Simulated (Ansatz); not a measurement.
**CH3F2OSb: one species, many methods**

Aim: compute CH3F2OSb with functionals from several rungs and with coupled cluster, and see how far each lands from CCSD(T) at the basis-set limit for the atomisation energy.

Computed with Ansatz 0.2.0, Gaussian basis. Level: functionals in def2-TZVPP, the program's frozen cores in correlated methods.

Levels to be run: LDA (SPW92), PBE-D4, revPBE-D4, BLYP-D4, r2SCAN-D4, B97M-V, PBE0-D4, B3LYP-D4, r2SCANh-D4, r2SCAN0-D4, HSE06-D4, BHLYP-D4, CAM-B3LYP-D4, LC-ωPBE, ωB97X-V, ωB97M-V, B2PLYP, PBE-QIDH; CCSD(T)/def2-SVP; CCSD(T)/def2-TZVPP; MP2/def2-QZVPP; extrapolation to the limit; RPA on PBE.

## 1. The relaxed structure

The geometry comes from an earlier relaxation with PBE0-D4 in a triple-zeta def2 set; it is a stationary point, not always the lowest conformer. Sb takes the def2 core potential; no spin-orbit term is included.

8 atoms, charge 0, spin multiplicity 1.

Atoms are counted from 1 here; the program's logs count them from 0.

Bond lengths: C1–O2 1.421 Å, C1–H6 1.093 Å, C1–H7 1.091 Å, C1–H8 1.093 Å, O2–Sb3 1.915 Å, Sb3–F4 1.903 Å, Sb3–F5 1.903 Å. Angles: O2–C1–H6 111.3°, O2–C1–H7 107.3°, O2–C1–H8 111.3°, H6–C1–H7 109.0°, H6–C1–H8 108.9°, H7–C1–H8 109.0°, C1–O2–Sb3 123.0°, O2–Sb3–F4 96.7°, O2–Sb3–F5 96.7°, F4–Sb3–F5 92.5°.

Coordinates:

```mol
CH3F2OSb
  3D, bonds by distance, orders not assigned

  8  7  0  0  0  0  0  0  0  0999 V2000
   -0.3606   -0.6423    0.7981 C   0  0
    0.8555   -0.6736    0.0645 O   0  0
    1.2694    0.5792   -1.3240 Sb  0  0
   -0.4057    0.4768   -2.2217 F   0  0
    0.7572    2.1445   -0.3702 F   0  0
   -0.4695    0.2981    1.3448 H   0  0
   -0.3302   -1.4670    1.5122 H   0  0
   -1.2241   -0.7727    0.1404 H   0  0
  1  2  8  0
  2  3  8  0
  3  4  8  0
  3  5  8  0
  1  6  8  0
  1  7  8  0
  1  8  8  0
M  END
```

## 2. LDA

This LDA is Slater exchange with PW92 correlation.

File in.yaml:

```yaml
crystal:
  periodic: [false, false, false]
  atoms:
    - {symbol: C, position_ang: [-0.360568, -0.642329, 0.798109]}
    - {symbol: O, position_ang: [0.855497, -0.673628, 0.064541]}
    - {symbol: Sb, position_ang: [1.269419, 0.579163, -1.323995]}
    - {symbol: F, position_ang: [-0.405696, 0.476790, -2.221665]}
    - {symbol: F, position_ang: [0.757192, 2.144478, -0.370208]}
    - {symbol: H, position_ang: [-0.469504, 0.298139, 1.344772]}
    - {symbol: H, position_ang: [-0.330167, -1.467009, 1.512232]}
    - {symbol: H, position_ang: [-1.224072, -0.772703, 0.140415]}
basis:
  gaussian: {orbitals: def2-TZVPP}
hamiltonian: {xc: lda}
output: {orbitals: {seedname: orbitals}}
```

Started as:

```
> ansatz run in.yaml --threads 4 --pin off --events-out ev --progress --plain --max-ram 10444MiB
```

The runs that follow: PBE-D4 (GGA); revPBE-D4 (GGA); BLYP-D4 (GGA); r2SCAN-D4 (meta-GGA); B97M-V (meta-GGA); B3LYP-D4 (hybrid); r2SCANh-D4 (hybrid); r2SCAN0-D4 (hybrid); HSE06-D4 (hybrid); BHLYP-D4 (hybrid); CAM-B3LYP-D4 (range-separated); LC-ωPBE (range-separated); ωB97X-V (range-separated); ωB97M-V (range-separated); B2PLYP (double hybrid); PBE-QIDH (double hybrid); CCSD(T) in def2-SVP; CCSD(T) in def2-TZVPP; MP2 in def2-QZVPP; RPA on PBE orbitals.

**Question.** What will the summary of the whole plan be? Wanted: atomisation energy, CCSD(T)/CBS; farthest beyond LDA; mean size of error, GGA; mean size of error, meta-GGA; mean size of error, hybrid; mean size of error, range-separated; mean size of error, double hybrid; gap, smallest and largest; T1 diagnostic.

As calculated:

| quantity | value |
| --- | --- |
| atomisation energy, CCSD(T)/CBS | 2897.8 kJ/mol |
| functionals within 29.0 kJ/mol (1.0 %) | revPBE-D4, r2SCAN-D4, B97M-V, B3LYP-D4, CAM-B3LYP-D4, ωB97X-V, ωB97M-V |
| farthest beyond LDA | BHLYP-D4 (-177.2 kJ/mol) |
| mean size of error, GGA | 44.3 kJ/mol |
| mean size of error, meta-GGA | 12.6 kJ/mol |
| mean size of error, hybrid | 80.9 kJ/mol |
| mean size of error, range-separated | 17.1 kJ/mol |
| mean size of error, double hybrid | 73.2 kJ/mol |
| gap, smallest and largest | 4.94 eV (LDA (SPW92)), 12.33 eV (LC-ωPBE) |
| T1 diagnostic | 0.0149 |
| triples share of the correlation energy | 3.2 % |

In words: LDA overbinds by 511.6 kJ/mol (18 %). PBE-D4 misses by +75.4 kJ/mol. Double hybrids carry the basis error of their MP2 part in triple zeta, and no dispersion term here, so their miss is partly the set-up's. The rungs meta-GGA, range-separated miss on average by less than the doubt on the reference (29.0 kJ/mol), so they tie. The reference freezes the cores and leaves out spin-orbit coupling and excitations past (T), and its outer-core shells are covered unevenly, so misses under about 29.0 kJ/mol can't be ranked. All levels share the lack of spin-orbit coupling, which lowers the free heavy atoms and so the true binding. Hartree-Fock recovers 65 % of the binding; the rest is correlation. CCSD(T) in def2-SVP is off by -299.3 kJ/mol, worse than the median functional, from the basis alone. The gap grows from 4.9 to 12.3 eV across the functionals, mostly with the share of exact exchange. Correlated methods include outer-core shells of Sb, which these sets cover unevenly.
